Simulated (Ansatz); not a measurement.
ZnH:

```
CELL_PARAMETERS angstrom
0.00000 2.21594 2.21594
2.21594 0.00000 2.21594
2.21594 2.21594 0.00000
ATOMIC_POSITIONS crystal
Zn 0.00000 0.00000 0.00000
H 0.25000 0.25000 0.25000
```

The cell was built by a generator and needn't be a form met in nature.

Base run:

```yaml
Program: Ansatz 0.2.0
Functional: PBE
Potentials_or_basis: Ansatz PAW
Cutoff: "420 eV (not typed: the program's choice for these potentials)"
k_mesh: 10 × 10 × 10
Occupations: fermi-dirac, width 0.05 eV
Spin: no spin polarisation
```

Its results: band gap on the k mesh none (metal or under the smearing width); pressure 0.2 GPa.

Question: The run is repeated on the same cell with these changes: functional from PBE to r2SCAN; cutoff from 420 eV (not typed: the program's choice for these potentials) to 500 eV (not typed: the program's choice for these potentials). What comes out?

Answer: Band gap on the k mesh none (metal or under the smearing width); pressure -2.7 GPa.

Caveats: the PAW data sets come from PBE, with cores solved anew for the run's functional, which leaves a small shift of forces and pressure (some runs).
